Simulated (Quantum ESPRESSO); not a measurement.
The system is NbSi.

```xyz
2
Lattice="0.0000 2.5738 2.5738 2.5738 0.0000 2.5738 2.5738 2.5738 0.0000" Properties=species:S:1:pos:R:3 pbc="T T T"
Nb    0.0000    0.0000    0.0000
Si    2.5738    2.5738    2.5738
```

The cell was built by a generator and needn't be a form met in nature.

- Program: Quantum ESPRESSO 7.5
- Task: phonons
- Functional: LDA
- Potentials or basis: GBRV 1.5 LDA
- Cutoff: 612 eV
- Density cutoff: 4898 eV
- k mesh: 9 × 9 × 9
- Occupations: cold, width 0.2 eV
- Spin: no spin polarisation
- Form of the LDA correlation: PZ81
- Mixing beta: 0.5
- Most SCF iterations: 120
- SCF threshold: 4e-10 Ry

The cell and the atoms were relaxed first, to 16.22 Å³/atom (a = 3.580 Å, b = 3.580 Å, c = 3.580 Å, α = 60.00°, β = 60.00°, γ = 60.00°), and the response was taken there.

Problem. Which optical modes does the crystal have at the zone centre, and which show in infrared and Raman spectra?

Solution. The optical modes are T1u. Infrared active: T1u. None is Raman active.

Optical modes at Γ, degenerate ones joined:
| cm⁻¹ | components | symmetry | active in |
| --- | --- | --- | --- |
| 386 | 3 | T1u | IR |
